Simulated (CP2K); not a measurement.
# HfIn4SiO6 under changes of volume

One of the cells (15.770 Å³/atom); the others are scaled copies at fixed shape and fractional positions:

```xyz
12
Lattice="5.4313 0.0000 0.0000 -2.7153 4.7039 0.0000 -0.9283 -1.6077 7.4070" Properties=species:S:1:pos:R:3 pbc="T T T"
Hf    3.7071    0.9956    0.0000
In    1.8857    0.9754    3.7035
In    0.9916    2.5635    0.0000
In   -0.8652    2.5638    3.7035
In    4.6262   -0.6069    3.7035
Si   -1.7240    4.1315    0.0000
O    -0.7767   -0.8564    6.4193
O     2.1412    4.1970    0.9876
O     2.0525    1.1367    6.4191
O     1.8294    0.7504    0.9879
O    -0.9973    2.7434    0.9876
O    -1.0868    2.5884    6.4194
```

The cell was built by a generator and needn't be a form met in nature.

| Property | Result |
| --- | --- |
| Program | CP2K 2026.2 |
| Functional | PBE |
| Potentials or basis | POTENTIAL_UZH Hf GTH-PBE-q12, In GTH-PBE-q13, Si GTH-PBE-q4, O GTH-PBE-q6; TZVP-MOLOPT-PBE-GTH basis |
| Density cutoff | 8163 eV |
| k mesh | 6 × 6 × 4 |
| Occupations | fermi-dirac, width 0.05 eV |
| Spin | no spin polarisation |

```tsv
volume (Å³/atom)	energy over the lowest point (meV/atom)	pressure (GPa)
14.824	20.51	7.9
15.139	8.14	4.8
15.454	1.48	2.0
15.770	0.00	-0.4
16.085	3.02	-2.6
16.401	10.11	-4.6
16.716	?	?
```

Q: What does the run at 16.716 Å³/atom give?

A: Energy over the lowest point 20.86 meV/atom; pressure -6.3 GPa.

Worked out: A Birch-Murnaghan fit of order 3 (a polynomial in V^(-2/3)) to the other rows has its minimum at 15.71 Å³/atom with B0 = V·E''(V) = 118 GPa and B' = 4.9 at fixed shape and positions, which overstates the stiffness. It gives 20.75 meV/atom at 16.716 Å³/atom, against the run's 20.86, and -dE/dV = -6.3 GPa, against -6.3.

Energies are extrapolated to zero smearing.

Caveats: the basis of atomic orbitals isn't converged, which shifts pressures, moduli and gaps.
